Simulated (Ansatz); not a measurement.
# C2H5FGa radical: one species, many methods

How much do the methods differ for C2H5FGa radical? The plan is to run it at one geometry with functionals of several rungs and with coupled cluster, and see how far each lands from CCSD(T) at the basis-set limit for the atomisation energy.

Program: Ansatz 0.2.0, Gaussian basis. Level of theory: functionals in def2-TZVPP, the program's frozen cores in correlated methods. These are calculated values, not measurements.

The runs, in order: LDA (SPW92), PBE-D4, revPBE-D4, BLYP-D4, r2SCAN-D4, B97M-V, PBE0-D4, B3LYP-D4, r2SCANh-D4, r2SCAN0-D4, HSE06-D4, BHLYP-D4, CAM-B3LYP-D4, LC-ωPBE, ωB97X-V, ωB97M-V, B2PLYP, PBE-QIDH; CCSD(T)/def2-SVP; CCSD(T)/def2-TZVPP; MP2/def2-QZVPP; extrapolation to the limit; RPA on PBE.

## 1. The geometry

All runs share one geometry, relaxed beforehand with PBE0-D4 in a triple-zeta def2 set.

SMILES `[CH2][Ga]([CH3])[F]`, 9 atoms, charge 0, spin multiplicity 2.

Atoms are counted from 1 here; the program's logs count them from 0.

Bond lengths: C1–Ga2 1.925 Å, C1–H5 1.086 Å, C1–H6 1.086 Å, Ga2–C3 1.948 Å, Ga2–F4 1.771 Å, C3–H7 1.092 Å, C3–H8 1.092 Å, C3–H9 1.090 Å. Angles: Ga2–C1–H5 123.8°, Ga2–C1–H6 121.8°, H5–C1–H6 114.5°, C1–Ga2–C3 133.8°, C1–Ga2–F4 112.0°, C3–Ga2–F4 114.1°, Ga2–C3–H7 109.6°, Ga2–C3–H8 109.5°, Ga2–C3–H9 112.2°, H7–C3–H8 107.5°, H7–C3–H9 109.0°, H8–C3–H9 108.9°.

Coordinates:

| atom | x (Å) | y (Å) | z (Å) |
| --- | --- | --- | --- |
| C1 | -1.14591 | 1.62575 | -0.04900 |
| Ga2 | -0.46906 | -0.16137 | 0.17902 |
| C3 | 1.26102 | -0.99977 | -0.13783 |
| F4 | -1.70121 | -1.26217 | 0.81600 |
| H5 | -0.55194 | 2.45261 | -0.42768 |
| H6 | -2.17155 | 1.88442 | 0.19751 |
| H7 | 1.13934 | -1.84162 | -0.82254 |
| H8 | 1.65252 | -1.39502 | 0.80200 |
| H9 | 1.98677 | -0.30281 | -0.55748 |

## 2. LDA

This LDA is Slater exchange with PW92 correlation.

File in.yaml:

```yaml
crystal:
  periodic: [false, false, false]
  atoms:
    - {symbol: C, position_ang: [-1.145911, 1.625748, -0.048996]}
    - {symbol: Ga, position_ang: [-0.469060, -0.161372, 0.179024]}
    - {symbol: C, position_ang: [1.261022, -0.999770, -0.137827]}
    - {symbol: F, position_ang: [-1.701209, -1.262167, 0.816003]}
    - {symbol: H, position_ang: [-0.551936, 2.452607, -0.427680]}
    - {symbol: H, position_ang: [-2.171549, 1.884417, 0.197508]}
    - {symbol: H, position_ang: [1.139342, -1.841620, -0.822544]}
    - {symbol: H, position_ang: [1.652524, -1.395022, 0.801996]}
    - {symbol: H, position_ang: [1.986766, -0.302810, -0.557475]}
basis:
  gaussian: {orbitals: def2-TZVPP}
magnetization: {spin_polarized: true, initial_magnetization: 1}
hamiltonian: {xc: lda}
output: {orbitals: {seedname: orbitals}}
```

Command:

```bash
ansatz run in.yaml --threads 4 --pin off --events-out ev --progress --plain --max-ram 10444MiB
```

The runs that follow: PBE-D4 (GGA); revPBE-D4 (GGA); BLYP-D4 (GGA); r2SCAN-D4 (meta-GGA); B97M-V (meta-GGA); B3LYP-D4 (hybrid); r2SCANh-D4 (hybrid); r2SCAN0-D4 (hybrid); HSE06-D4 (hybrid); BHLYP-D4 (hybrid); CAM-B3LYP-D4 (range-separated); LC-ωPBE (range-separated); ωB97X-V (range-separated); ωB97M-V (range-separated); B2PLYP (double hybrid); PBE-QIDH (double hybrid); CCSD(T) in def2-SVP; CCSD(T) in def2-TZVPP; MP2 in def2-QZVPP; RPA on PBE orbitals.

Before running them: what should the planned runs give, taken together? Wanted: atomisation energy, CCSD(T)/CBS; farthest beyond LDA; mean size of error, GGA; mean size of error, meta-GGA; mean size of error, hybrid; mean size of error, range-separated; mean size of error, double hybrid; gap, smallest and largest; T1 diagnostic.

**Answer**, as computed:

```
                               quantity                                                                                                                      value
        atomisation energy, CCSD(T)/CBS                                                                                                              3151.1 kJ/mol
 functionals within 31.5 kJ/mol (1.0 %)  r2SCAN-D4, B97M-V, PBE0-D4, B3LYP-D4, r2SCANh-D4, r2SCAN0-D4, HSE06-D4, CAM-B3LYP-D4, LC-ωPBE, ωB97X-V, ωB97M-V, PBE-QIDH
                    farthest beyond LDA                                                                                                    BHLYP-D4 (-92.7 kJ/mol)
                mean size of error, GGA                                                                                                                37.3 kJ/mol
           mean size of error, meta-GGA                                                                                                                12.5 kJ/mol
             mean size of error, hybrid                                                                                                                24.6 kJ/mol
    mean size of error, range-separated                                                                                                                 8.2 kJ/mol
      mean size of error, double hybrid                                                                                                                22.7 kJ/mol
              gap, smallest and largest                                                                                   1.47 eV (LDA (SPW92)), 9.89 eV (LC-ωPBE)
                          T1 diagnostic                                                                                                                     0.0130
triples share of the correlation energy                                                                                                                      3.4 %
```

What this shows: LDA overbinds by 409.8 kJ/mol (13 %). PBE-D4 misses by +37.1 kJ/mol. Double hybrids carry the basis error of their MP2 part in triple zeta, and no dispersion term here, so their miss is partly the set-up's. The rungs range-separated, meta-GGA, double hybrid, hybrid miss on average by less than the doubt on the reference (31.5 kJ/mol), so they tie. The reference freezes the cores and leaves out relativity and excitations past (T), and its outer-core shells are covered unevenly, so misses under about 31.5 kJ/mol can't be ranked. Hartree-Fock recovers 75 % of the binding; the rest is correlation. CCSD(T) in def2-SVP is off by -150.7 kJ/mol, more than most functionals: a good method in a small basis is no reference. The gap grows from 1.5 to 9.9 eV across the functionals, mostly with the share of exact exchange. Correlated methods include outer-core shells of Ga, which these sets cover unevenly.
